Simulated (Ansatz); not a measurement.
# AlIn2Bi3: the cost of one run

Method: DFT PBEsol, scalar-relativistic, plane waves, PAW, in Ansatz 0.2.0.

2 further runs of the same task are left out: 2 set aside as unsound or not needed. Runs told in other sessions of the task aren't counted.

## (1) The starting structure

The structure is orthorhombic, space group Cmc2_1 (No. 36). Conventional cell: a = 10.187 Å, b = 5.863 Å, c = 5.445 Å, α = 90.00°, β = 90.00°, γ = 90.00°. Al (site symmetry m) is surrounded by 4 N at 1.89 to 1.91 Å. In (site symmetry 1) has 4 N at 2.15 to 2.17 Å in its first shell of neighbours. N (site symmetry 1) has 1 Al at 1.89 Å and 3 In at 2.15 to 2.17 Å in its first shell of neighbours. N (site symmetry m) has 2 Al at 1.90 to 1.91 Å and 2 In at 2.16 Å in its first shell of neighbours.

Coordinates:

```cif
data_structure
_symmetry_space_group_name_H-M 'P 1'
_symmetry_Int_Tables_number 1
_cell_length_a 5.8768
_cell_length_b 5.8768
_cell_length_c 5.4450
_cell_angle_alpha 90.000
_cell_angle_beta 90.000
_cell_angle_gamma 59.841
_cell_volume 162.60
loop_
_atom_site_label
_atom_site_type_symbol
_atom_site_fract_x
_atom_site_fract_y
_atom_site_fract_z
_atom_site_occupancy
Al1 Al 0.34071 0.65929 0.98927 1
Al2 Al 0.65929 0.34071 0.48927 1
In1 In 0.98845 0.33553 0.98727 1
In2 In 0.66447 0.01155 0.98727 1
In3 In 0.01155 0.66447 0.48727 1
In4 In 0.33553 0.98845 0.48727 1
N1 N 0.97053 0.33277 0.38485 1
N2 N 0.66723 0.02947 0.38485 1
N3 N 0.02947 0.66723 0.88485 1
N4 N 0.33277 0.97053 0.88485 1
N5 N 0.36716 0.63284 0.33849 1
N6 N 0.63284 0.36716 0.83849 1
```

It goes back to an entry of the Materials Project, which need not be the stable form.

This cell was relaxed beforehand with the same method: volume 13.55 Å³/atom, gap on the mesh 0.95 eV.

## (2) N → Bi: the starting cell

AlIn2Bi3 starts from the relaxed positions of AlIn2N3, with all lengths scaled by 1.234, a guess from tabulated radii.

## (3) Quick check of gap, pressure and forces (AlIn2Bi3)

File input.yaml:

```yaml
crystal:
  lattice:
    - [6.2860824732, -3.6176351452, 0.0]
    - [6.2860824732, 3.6176351452, 0.0]
    - [0.0, 0.0, 6.7198967753]
  atoms:
    - { symbol: Al, position: [0.3407110227, 0.6592889773, 0.9892706513] }
    - { symbol: Al, position: [0.6592889773, 0.3407110227, 0.4892706513] }
    - { symbol: In, position: [0.9884507746, 0.3355278299, 0.9872690535] }
    - { symbol: In, position: [0.6644721701, 0.0115492254, 0.9872690535] }
    - { symbol: In, position: [0.0115492254, 0.6644721701, 0.4872690535] }
    - { symbol: In, position: [0.3355278299, 0.9884507746, 0.4872690535] }
    - { symbol: Bi, position: [0.9705347958, 0.3327672717, 0.3848498719] }
    - { symbol: Bi, position: [0.6672327283, 0.0294652042, 0.3848498719] }
    - { symbol: Bi, position: [0.0294652042, 0.6672327283, 0.8848498719] }
    - { symbol: Bi, position: [0.3327672717, 0.9705347958, 0.8848498719] }
    - { symbol: Bi, position: [0.3671604716, 0.6328395284, 0.338491498] }
    - { symbol: Bi, position: [0.6328395284, 0.3671604716, 0.838491498] }
basis:
  ecutwfc: 420
kpoints:
  mp_grid: { grid: [4, 4, 4] }
hamiltonian:
  xc: pbesol
scf:
  occupations: { method: gaussian, width: 0.1 }
output:
  forces: true
  stress: true
  eigenvalues: true
```

Command:

```console
ansatz run input.yaml --threads 2 --pin off --max-ram 5120MiB --backend cpu --events-out ev --progress --plain --runs-dir out
```

**Question.** How long does this run take on 2 threads of Arm Neoverse V2, shared host, and how much memory does it need?

About 22 s, with a peak of 0.82 GiB.
